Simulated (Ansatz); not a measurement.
I need harmonic frequencies at the relaxed geometry of CH₄BNO, SMILES BOC=N. Use Ansatz's Python interface. Use (for the species named): PBE, cc-pVDZ basis, multiplicity 1.

```xyz
8

B    -0.6577    1.3537   -0.2002
O     0.5572    0.7649    0.2571
C     0.7575   -0.6110    0.2687
N    -0.0340   -1.4469   -0.1161
H    -1.6061    0.7330   -0.6172
H    -0.8138    2.5904   -0.1995
H     1.7713   -0.9739    0.6458
H     0.1177   -2.4674   -0.0943
```

The script, `freq_ch4bno.py`:
```python
import ansatz as az
import numpy as np

GEOMETRY = """
B    -0.65770    1.35370   -0.20020
O     0.55720    0.76490    0.25710
C     0.75750   -0.61100    0.26870
N    -0.03400   -1.44690   -0.11610
H    -1.60610    0.73300   -0.61720
H    -0.81380    2.59040   -0.19950
H     1.77130   -0.97390    0.64580
H     0.11770   -2.46740   -0.09430
"""


def main() -> None:
    molecule = az.Crystal.molecule()
    for line in GEOMETRY.strip().splitlines():
        symbol, *xyz = line.split()
        molecule = molecule.atom(symbol, [float(v) for v in xyz])

    job = (
        molecule.calculation()
        .basis(gaussian="cc-pVDZ")
        .functional("PBE")
    )
    symbols = [site.symbol for site in molecule.cartesian_sites]
    start = np.array([site.position_ang for site in molecule.cartesian_sites], dtype=float)
    r = job.relax(force_tolerance=0.003).run(threads=1, backend="cpu").report
    end = np.array(r["positions_ang"])

    print("final positions (A) and the move of each atom")
    for symbol, xyz, old in zip(symbols, end, start):
        print(f"{symbol:2s} {xyz[0]:10.5f} {xyz[1]:10.5f} {xyz[2]:10.5f}   {np.linalg.norm(xyz - old):7.4f}")

    minimum = az.Crystal.molecule()
    for symbol, place in zip(symbols, end):
        minimum = minimum.atom(symbol, place.tolist())
    vibrating = (
        minimum.calculation()
        .basis(gaussian="cc-pVDZ")
        .functional("PBE")
        .phonons(temperatures=(298.15, 498.15, 100))
    )
    vib = vibrating.run(threads=1, backend="cpu").report["vibrations"]
    sums = vib["harmonic_sums"]
    modes = [m["omega_inv_cm"] for m in sums["modes_at_gamma"] if m["rigid_motion"] == "no"]
    for number, w in enumerate(modes, start=1):
        print(f"mode {number:2d} {w:9.1f} 1/cm {w / 8065.544 * 1000:8.2f} meV")
    print("imaginary modes:", sum(w < 0 for w in modes), " zero-point energy:", round(sums["zero_point_energy_ev"], 4), "eV")
    print("T (K)   F_vib (eV)   S_vib (meV/K)   C_vib (meV/K)")
    for row in zip(sums["temperatures_k"], sums["vibrational_free_energy_ev"], vib["entropy_ev_per_k"], vib["heat_capacity_ev_per_k"]):
        print(f"{row[0]:6.1f} {row[1]:11.4f} {1000 * row[2]:13.4f} {1000 * row[3]:15.4f}")

    heavier = vibrating.phonons(masses={"H": 2.014102}).run(threads=1, backend="cpu").report["vibrations"]["harmonic_sums"]
    print("deuterated (1/cm):", " ".join(f"{m['omega_inv_cm']:.0f}" for m in heavier["modes_at_gamma"] if m["rigid_motion"] == "no"))
    print("zero-point energy falls by", round(sums["zero_point_energy_ev"] - heavier["zero_point_energy_ev"], 4), "eV")


if __name__ == "__main__":
    main()
```

Running `python freq_ch4bno.py` prints:
```text
final positions (A) and the move of each atom
B    -0.64047    1.33595   -0.21887    0.0310
O     0.42537    0.71217    0.39036    0.1947
C     0.69273   -0.63108    0.22885    0.0787
N    -0.24298   -1.49148    0.19703    0.3791
H    -1.28343    0.76288   -1.07151    0.5580
H    -0.82200    2.48269    0.13279    0.3494
H     1.79033   -0.79449    0.19156    0.4888
H     0.17254   -2.43385    0.09408    0.1990
mode  1     181.0 1/cm    22.44 meV
mode  2     271.9 1/cm    33.71 meV
mode  3     366.2 1/cm    45.40 meV
mode  4     655.4 1/cm    81.27 meV
mode  5     823.9 1/cm   102.15 meV
mode  6     907.4 1/cm   112.50 meV
mode  7     984.5 1/cm   122.06 meV
mode  8    1001.3 1/cm   124.14 meV
mode  9    1002.8 1/cm   124.33 meV
mode 10    1116.5 1/cm   138.43 meV
mode 11    1209.3 1/cm   149.93 meV
mode 12    1294.4 1/cm   160.48 meV
mode 13    1344.9 1/cm   166.75 meV
mode 14    1672.5 1/cm   207.37 meV
mode 15    2537.6 1/cm   314.62 meV
mode 16    2642.7 1/cm   327.65 meV
mode 17    3014.2 1/cm   373.71 meV
mode 18    3380.0 1/cm   419.06 meV
imaginary modes: 0  zero-point energy: 1.513 eV
T (K)   F_vib (eV)   S_vib (meV/K)   C_vib (meV/K)
 298.1      1.4834        0.2656          0.3939
 398.1      1.4500        0.4028          0.5601
 498.1      1.4027        0.5443          0.7033
deuterated (1/cm): 155 230 280 589 644 730 798 801 820 859 940 1129 1259 1627 1844 1987 2235 2478
zero-point energy falls by 0.3101 eV
```

What to keep in mind:
- The frequencies are harmonic and unscaled, in a modest basis.
- The result belongs to the one conformer reached from this start, and soft torsions count as harmonic oscillators.
- Timing: 2.1 min on 1 thread of AMD EPYC 7B13 (Zen 3), with other jobs on the host, peak memory 0.22 GiB.
